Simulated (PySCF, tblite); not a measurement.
# C₆H₈FO₂ radical: geometry, infrared bands and EPR parameters

What infrared bands and EPR parameters should C₆H₈FO₂ radical (`C=C([CH]OC(C)=O)CF`) show?

The runs use tblite 0.8.0 and PySCF 2.14.0, with density-fitted response routines of our own; the level of theory stands in each step. All values are computed, except where a source is named. Atoms are numbered from 0 throughout.

**1. The starting structure**

17 atoms, charge 0, multiplicity 2; geometry from: force field or distance geometry start.

Bonds of the start (Å): C0–C1 1.33, C1–C2 1.52, C2–O3 1.40, O3–C4 1.36, C4–C5 1.49, C4–O6 1.26, C1–C7 1.49, C7–F8 1.38, C0–H9 1.09, C0–H10 1.11, C2–H11 1.09, C5–H12 1.11, C5–H13 1.10, C5–H14 1.11, C7–H15 1.11, C7–H16 1.12.

**2. Relaxing the molecule with GFN2-xTB**

Job settings and geometry (Å):

```
{"job": {"kind": "relax", "xc": "GFN2-xTB", "basis": "xTB"}, "charge": 0, "multiplicity": 2}
C     -1.738400     1.545300     0.450500
C     -1.504800     0.394600    -0.169300
C     -0.323700     0.240800    -1.112600
O      0.720400    -0.063800    -0.229800
C      2.021100    -0.312800    -0.541800
C      2.965900    -0.628500     0.565200
O      2.378100    -0.257100    -1.753000
C     -2.334000    -0.824500     0.053500
F     -3.365600    -0.585800     0.937600
H     -1.121100     2.426000     0.286500
H     -2.608000     1.602100     1.134300
H     -0.246400     1.216400    -1.597100
H      3.651400     0.246600     0.624100
H      3.527700    -1.560500     0.388800
H      2.411900    -0.638700     1.531400
H     -2.720700    -1.081000    -0.959100
H     -1.720600    -1.707000     0.380900
```

Command:

```console
> OMP_NUM_THREADS=1 python probes_run.py task.json out
```

The driver reads the jobs from task.json and runs them one after another.

**Question.** This job is followed by: GFN2-xTB harmonic vibrations, gas phase; UKS B3LYP, pcH-1 on C F H O, non-relativistic, mean-field spin-orbit, GIAO. Predict these results of the whole session: strongest single infrared mode (GFN2-xTB); zero-point energy (GFN2-xTB); g(iso) (B3LYP); ⟨S²⟩; largest a(iso) (averaged by class); potential on the surface of density 0.002 e/bohr³, 1st and 99th percentile.

As calculated:

| quantity | value |
| --- | --- |
| strongest single infrared mode (GFN2-xTB) | 1765 cm⁻¹, 562 km/mol |
| zero-point energy (GFN2-xTB) | 78.9 kcal/mol |
| g(iso) (B3LYP) | 2.00281 |
| ⟨S²⟩ | 0.775 (exact 0.75) |
| largest a(iso) (averaged by class) | 13C on C2, 61.8 MHz |
| potential on the surface of density 0.002 e/bohr³, 1st and 99th percentile | -1.41 V and 1.18 V |

**Reading.** Over 146 steps the energy fell by 1.718 eV; of the close pairs, C1–C2 changed most, 1.519 to 1.390 Å. All 45 modes are real, so the xTB geometry is a minimum. The strongest single mode, at 1765 cm⁻¹, moves mainly C4 and O6. Unscaled tight-binding wavenumbers are off by several per cent, some by more. Its intensities can rank the bands wrongly. The largest spin populations lie on C2 (0.63 e), C0 (0.62 e). The isotropic g lies 0.5 ppt above the free-electron value. These values are for one conformer; the search (at its own cheap level) found 2 more, at 1.35, 1.42 kcal/mol, and measured spectra average over such forms.
